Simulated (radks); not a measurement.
# Pm²⁺ in [Kr] 4d10 4f6 5s1 5p6: an all-electron calculation

The task here is to estimate one member of a computed series from the others.

The numbers are computed with radks (a radial shooting solver on a logarithmic mesh, Libxc functionals) version 1 (non-relativistic Kohn-Sham, r2SCAN, spin-unpolarised, spherical densities, point nucleus), except any that are marked as measured or tabulated.

### What is computed

- element: promethium (Z = 61)
- charge: +2
- electrons: 59
- configuration: [Kr] 4d10 4f6 5s1 5p6

The outer shells:

Pm²⁺
```
[Kr] core
4d [↑↓][↑↓][↑↓][↑↓][↑↓]
4f [↑ ][↑ ][↑ ][↑ ][↑ ][↑ ][  ]
5s [↑ ]
5p [↑↓][↑↓][↑↓]
```

Set-up of the first run:

Settings of this run:

```text
Z 61
configuration [Kr] 4d10 4f6 5s1 5p6
relativity non-relativistic
functional r2scan,r2scan
spin unpolarised
nucleus point
```

Launch:

```console
> python run_ks.py task.json out
```

This one command runs every case of the session in turn.

One of the session's tables, all rows but one given; the rest of the session is left out.

It belongs to the step «Shells». Sizes of the orbitals, from the radial functions (bohr):

```
level      <r>  outermost maximum (interpolated)  90 % within  nodes
   1s  0.02488                            0.0165       0.0442      0
   2s   0.1062                            0.0905        0.163      1
   2p  0.09019                            0.0706        0.146      0
   3s   0.2755                             0.253        0.403      2
   3p   0.2654                             0.240        0.396      1
   3d   0.2370                             0.193        0.369      0
   4s   0.6268                             0.582        0.899      3
   4p   0.6446                             0.590        0.936      2
   4d   0.6915                             0.604         1.04      1
   5s    1.544                              1.38         2.22      4
   5p        ?                                 ?            ?      ?
   4f    1.025                             0.631         1.81      0
```

Q: Estimate the row for 5p from the others.

The run gave: <r>: 1.732; outermost maximum (interpolated): 1.51; 90 % within: 2.53; nodes: 3. In the column «<r>» it is the highest.
